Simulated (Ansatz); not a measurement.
# B6P7: the cost of one run

Program: Ansatz 0.2.0. Level of theory: DFT PBE, scalar-relativistic, plane waves, PAW. These are calculated values, not measurements.

### 1 The system as given

The cell holds 26 atoms (B12P14): a = 7.029 Å, b = 7.281 Å, c = 7.183 Å, α = 88.49°, β = 89.27°, γ = 82.55°.

It is the last frame of an earlier stage of the same melt, run at 300 K.

Its coordinates follow in the input file.

### 2 Relaxing on a coarse mesh

A cheap relaxation: coarse mesh, no symmetry, loose thresholds.

The input, input.yaml:

```yaml
crystal:
  lattice:
    - [7.013391, 0.46436, 0.042413]
    - [0.46436, 7.265933, 0.094256]
    - [0.042413, 0.094256, 7.182473]
  atoms:
    - { symbol: P, position: [0.0030535061, 0.1015637001, 0.2019209087] }
    - { symbol: P, position: [0.8903923704, 0.4190342569, 0.1800040537] }
    - { symbol: P, position: [0.5936674914, 0.2234758967, 0.6631621799] }
    - { symbol: P, position: [0.1442082882, 0.1468540084, 0.9270464713] }
    - { symbol: P, position: [0.7412599219, 0.4250791177, 0.8824969519] }
    - { symbol: P, position: [0.4503305517, 0.836708376, 0.6035734397] }
    - { symbol: P, position: [0.3261997944, 0.8886505694, 0.2856431427] }
    - { symbol: P, position: [0.1216870943, 0.6832252654, 0.3843117681] }
    - { symbol: P, position: [0.7916891556, 0.976421491, 0.7354543375] }
    - { symbol: P, position: [0.3127225284, 0.3630394565, 0.0380412345] }
    - { symbol: P, position: [0.3040042673, 0.2775100118, 0.5095452223] }
    - { symbol: P, position: [0.2012423726, 0.6122146636, 0.8947074339] }
    - { symbol: P, position: [0.6041711217, 0.4890505394, 0.3459863533] }
    - { symbol: P, position: [0.813936871, 0.8115658609, 0.4638251072] }
    - { symbol: B, position: [0.5732784518, 0.8633405752, 0.8409293381] }
    - { symbol: B, position: [0.5219469706, 0.7012173552, 0.190293586] }
    - { symbol: B, position: [0.5287792892, 0.6340192845, 0.8335720114] }
    - { symbol: B, position: [0.5549525241, 0.2499091499, 0.931596126] }
    - { symbol: B, position: [0.6057023395, 0.8816253414, 0.0934977868] }
    - { symbol: B, position: [0.4587845176, 0.2917026277, 0.2687454064] }
    - { symbol: B, position: [0.0641104735, 0.5950313646, 0.1337208634] }
    - { symbol: B, position: [0.7877246144, 0.9574963063, 0.2222901416] }
    - { symbol: B, position: [0.5633447841, 0.0961632694, 0.1526997048] }
    - { symbol: B, position: [0.4316096561, 0.0337224096, 0.9663350169] }
    - { symbol: B, position: [0.2384633058, 0.5274826174, 0.5907842309] }
    - { symbol: B, position: [0.4688993385, 0.558413527, 0.6028407718] }
  symmetry: { detect: false }
basis:
  ecutwfc: 420
kpoints:
  mp_grid: { grid: [2, 2, 2], shift: [0.5, 0.5, 0.5] }
hamiltonian:
  xc: pbe
scf:
  occupations: { method: gaussian, width: 0.1 }
  lower_state_search: "off"
output:
  forces: true
  stress: true
  eigenvalues: true
relax:
  adjacent_minimum: "off"
  f_tol: 0.04
  max_steps: 70
  cell: { stress_tol: 0.3 }
```

Started as:

```
> ansatz run input.yaml --threads 2 --pin off --max-ram 5120MiB --backend cpu --events-out ev --progress --plain --runs-dir out
```

What time and memory should one allow on 2 threads of Intel Xeon at 2.50GHz (Skylake/Cascade Lake), shared host?

About 4.7 min, with a peak of 0.67 GiB.
